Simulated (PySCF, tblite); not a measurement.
# C6H10FNSi2: geometry, infrared bands and NMR shifts

What infrared bands and NMR shifts should C6H10FNSi2 (`C=C(C)[SiH2]/C(F)=C\[SiH2]C#N`) show?

Computed with tblite 0.8.0 and PySCF 2.14.0, with density-fitted response routines of our own, on a single molecule in the gas phase. Atoms are numbered from 0 throughout.

## (1) The molecule as given

20 atoms, charge 0, multiplicity 1; geometry from: force field or distance geometry start.

Bonds of the start (Å): C0–C1 1.33, C1–C2 1.49, C1–Si3 1.85, Si3–C4 1.84, C4–F5 1.38, C4–C6 1.33, C6–Si7 1.85, Si7–C8 1.82, C8–N9 1.16, C0–H10 1.08, C0–H11 1.11, C2–H12 1.11, C2–H13 1.10, C2–H14 1.09, Si3–H15 1.49, Si3–H16 1.47, C6–H17 1.10, Si7–H18 1.46, Si7–H19 1.49.

## (2) Optimising the geometry with GFN2-xTB

What the job is given:

```
{"job": {"kind": "relax", "xc": "GFN2-xTB", "basis": "xTB"}, "charge": 0, "multiplicity": 1}
C     -2.896400    -0.149700     1.131500
C     -1.849500     0.023800     0.337100
C     -2.090700     0.644900    -0.998500
Si    -0.139300    -0.468300     0.826200
C      0.723200    -1.260100    -0.596500
F      0.049700    -2.129600    -1.429600
C      2.000100    -1.009800    -0.893700
Si     3.004400     0.139600     0.144300
C      2.310300     1.810600    -0.071100
N      1.863700     2.872100    -0.181600
H     -2.860700    -0.587100     2.120200
H     -3.886600     0.175100     0.759400
H     -2.904800     1.390200    -0.874600
H     -2.445300    -0.131700    -1.689600
H     -1.223400     1.174800    -1.380200
H     -0.165700    -1.477500     1.928000
H      0.604300     0.693700     1.346100
H      2.502800    -1.486900    -1.745400
H      4.392400     0.055100    -0.308200
H      3.006300    -0.268600     1.573200
```

Started as:

```console
OMP_NUM_THREADS=1 python probes_run.py task.json out
```

The driver reads the jobs from task.json and runs them one after another.

**Question.** This job is followed by: GFN2-xTB harmonic vibrations, gas phase; GIAO PBE0/pcSseg-1 NMR shielding, non-relativistic, gas phase. Predict these results of the whole session: strongest single infrared mode (GFN2-xTB); zero-point energy (GFN2-xTB); 13C shifts against TMS (PBE0/pcSseg-1); 1H shifts against TMS (PBE0/pcSseg-1, means over atoms taken as alike); 29Si shifts against TMS (PBE0/pcSseg-1); 19F shifts against CFCl3 (PBE0/pcSseg-1); 15N shifts against NH3 (PBE0/pcSseg-1); surface potential, 1st and 99th percentile.

The runs gave:

| quantity | value |
| --- | --- |
| strongest single infrared mode (GFN2-xTB) | 731 cm⁻¹, 421 km/mol |
| zero-point energy (GFN2-xTB) | 84.1 kcal/mol |
| 13C shifts against TMS (PBE0/pcSseg-1) | 195.3, 148.2, 139.5, 127.5, 110.1, 28.4 ppm |
| 1H shifts against TMS (PBE0/pcSseg-1, means over atoms taken as alike) | 6.26, 5.98, 5.88, 4.82, 4.76, 2.42 ppm |
| 29Si shifts against TMS (PBE0/pcSseg-1) | -53.4, -80.3 ppm |
| 19F shifts against CFCl3 (PBE0/pcSseg-1) | -30.6 ppm |
| 15N shifts against NH3 (PBE0/pcSseg-1) | 364.6 ppm |
| surface potential, 1st and 99th percentile | -1.46 V and 1.47 V |

**Reading.** Over 164 steps the energy fell by 0.470 eV; of the close pairs, Si3–C4 changed most, 1.843 to 1.903 Å. No mode is imaginary among the 54: a minimum at this level. The strongest single mode, at 731 cm⁻¹, is spread over many atoms; the largest shares are those of H16, Si3, H15. GFN2-xTB is a fitted tight-binding method: band positions and strengths are rough. Its intensities can rank the bands wrongly. At PBE0/pcSseg-1: The widest tensor belongs to N9: span 584 ppm, with a paramagnetic part of -435 ppm. At PBE0/pcSseg-1, counted by nearest atom on the grid, the HOMO lies on C0, C1 about 36 % each, the LUMO on C4 30 %; C6 21 %.
